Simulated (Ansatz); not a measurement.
# C3HSi radical: geometry

Aim: geometry, for C3HSi radical, with the cost of each level. Spin multiplicity 2.

Program: Ansatz 0.2.0. Level of theory: the levels named in each step. These are calculated values, not measurements.

## 1. The starting structure

Bond lengths: C1–C2 1.232 Å, C2–C3 1.315 Å, C3–Si4 1.743 Å, C1–H5 1.048 Å. Angles: C1–C2–C3 180.0°, C2–C1–H5 180.0°, C2–C3–Si4 180.0°.

As a file:

```xyz
5

C     0.0000    0.0000   -1.4038
C     0.0000    0.0000   -0.1723
C     0.0000    0.0000    1.1422
Si    0.0000    0.0000    2.8856
H     0.0000    0.0000   -2.4517
```

## 2. A rough first relaxation, PBE-D4/def2-SVP

Contents of input.yaml:

```yaml
crystal:
  periodic: [false, false, false]
  atoms:
    - { symbol: C, position_ang: [0.0, 0.0, -1.40381] }
    - { symbol: C, position_ang: [0.0, 0.0, -0.17231] }
    - { symbol: C, position_ang: [0.0, 0.0, 1.14225] }
    - { symbol: Si, position_ang: [0.0, 0.0, 2.8856] }
    - { symbol: H, position_ang: [0.0, 0.0, -2.45173] }
magnetization:
  spin_polarized: true
  initial_magnetization: 1
basis:
  gaussian: { orbitals: def2-SVP }
hamiltonian:
  xc: pbe
  dispersion: d4
relax:
  f_tol: 0.03
  max_steps: 200
```

The run is started by

```bash
$ ansatz run input.yaml --threads 4 --pin off --max-ram 10240MiB --backend cpu --events-out ev --progress --plain --runs-dir out
```

The runs that follow: Relaxation, B2PLYP/def2-TZVPP.

What does the calculation give? Wanted: C1–C2 at B2PLYP/def2-TZVPP; C2–C3 at B2PLYP/def2-TZVPP; C3–Si4 at B2PLYP/def2-TZVPP.

**Answer**, as computed:

```
                   quantity    value
 C1–C2 at B2PLYP/def2-TZVPP  1.226 Å
 C2–C3 at B2PLYP/def2-TZVPP  1.336 Å
C3–Si4 at B2PLYP/def2-TZVPP  1.686 Å
```

In words: <S²> exceeds the pure value by up to 0.08: some mean fields break spin symmetry, which blurs their results.
